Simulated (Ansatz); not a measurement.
# TiS+ (quartet): from Hartree-Fock to the top rungs, def2-QZVPP

The task here is to estimate one member of a computed series from the others.

Program: Ansatz 0.2.0, Gaussian basis. Level of theory: def2-QZVPP, core rule «outside noble gas», up to 14 orbitals frozen. These are calculated values, not measurements.

The runs, in order: UHF; ROHF; CCSD(T) on UHF.

2 further runs of the same task are left out: 2 set aside as unsound or not needed.

## The geometry

The geometry is a PBE0/def2-TZVP stationary point (not a proven minimum) of the parent state, kept for this charge and spin.

2 atoms, charge 1, spin multiplicity 4.

Atoms are counted from 1 here; the program's logs count them from 0.

Bond lengths: Ti1–S2 2.066 Å.

As a file:

| atom | x (Å) | y (Å) | z (Å) |
| --- | --- | --- | --- |
| Ti1 | 0.0000 | 0.0000 | 0.0000 |
| S2 | 0.0000 | 0.0000 | 2.0664 |

Set-up of the first run:

Contents of in.yaml:

```yaml
crystal:
  periodic: [false, false, false]
  atoms:
    - {symbol: Ti, position_ang: [0.000000, 0.000000, 0.000000]}
    - {symbol: S, position_ang: [0.000000, 0.000000, 2.066400]}
basis:
  gaussian: {orbitals: "def2-QZVPP.json"}
total_charge: 1
magnetization: {spin_polarized: true, initial_magnetization: 3}
hamiltonian: {xc: hf}
output: {orbitals: {seedname: orbitals}}
```

Started as:

```sh
$ ansatz run in.yaml --threads 1 --pin off --events-out ev --progress --plain --max-ram 4096MiB --backend cpu
```

Steps of the session up to this table: UHF; ROHF; CCSD(T) on UHF.

One of the session's tables, all rows but one given; the rest of the session is left out.

```
  method  from UCCSD(T) (meV)
    ROHF                    ?
     UHF              +6432.4
    UMP2              +1070.7
   UCCSD               +358.4
UCCSD(T)                    0
```

Q: Estimate the row for ROHF from the others.

The run gave: from UCCSD(T) (meV): +6740.2. In the column «from UCCSD(T) (meV)» it is the highest.
